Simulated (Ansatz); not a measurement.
**CHFISi+ (SMILES FC(=[SiH+])I): functionals against CCSD(T) at one geometry**

One table from this session's results is given with a row withheld; the runs are named, their logs left out.

The runs use Ansatz 0.2.0, Gaussian basis; single points in def2-TZVPP.

Cores are frozen in the correlated methods. Filled d shells of the heavier atoms are correlated. Core potentials replace the inner electrons past krypton, and spin-orbit coupling is left out.

### Where the work starts

5 atoms, charge 1, spin multiplicity 1.

Atoms are counted from 1 here; the program's logs count them from 0.

Bond lengths: F1–C2 1.231 Å, C2–Si3 1.782 Å, C2–I4 2.047 Å, Si3–H5 1.056 Å. Angles: F1–C2–Si3 127.2°, F1–C2–I4 110.8°, Si3–C2–I4 118.5°, C2–Si3–H5 120.9°.

Coordinates:

```xyz
5
CHFISi
F     0.0312   -1.3015    1.0041
C    -0.1229   -0.4515    0.1269
Si    0.4321    1.2418    0.1566
I    -1.6860   -0.9455   -1.0982
H     1.2030    1.5704   -0.4861
```

Set-up of the first run:

The input, run/in.yaml:

```yaml
crystal:
  periodic: [false, false, false]
  atoms:
    - {symbol: F, position_ang: [0.031200, -1.301500, 1.004100]}
    - {symbol: C, position_ang: [-0.122900, -0.451500, 0.126900]}
    - {symbol: Si, position_ang: [0.432100, 1.241800, 0.156600]}
    - {symbol: I, position_ang: [-1.686000, -0.945500, -1.098200]}
    - {symbol: H, position_ang: [1.203000, 1.570400, -0.486100]}
basis:
  gaussian: {orbitals: def2-TZVPP}
total_charge: 1
correlation: {method: ccsd_t}
output: {forces: true}
```

The command line of these runs was not kept.

Steps of the session up to this table: CCSD(T)/def2-TZVPP; PBE0-D4/def2-TZVPP; wB97M-V/def2-TZVPP; r2SCAN-D4/def2-TZVPP; PBE-D4/def2-TZVPP; BLYP-D4/def2-TZVPP; revPBE-D4/def2-TZVPP.

One of the session's tables, all rows but one given; the rest of the session is left out.

```
   method  RMS force component (eV/Å)  angle to CCSD(T) forces (°)
  CCSD(T)                       8.104                    reference
  PBE0-D4                       8.077                          1.6
  wB97M-V                       8.018                          1.1
r2SCAN-D4                       8.089                          0.8
   PBE-D4                       8.106                          1.0
  BLYP-D4                       8.040                          2.2
revPBE-D4                           ?                            ?
```

**Question.** Estimate the row for revPBE-D4.

The run gave: RMS force component (eV/Å): 8.130; angle to CCSD(T) forces (°): 1.5. In the column «RMS force component (eV/Å)» it is the highest.
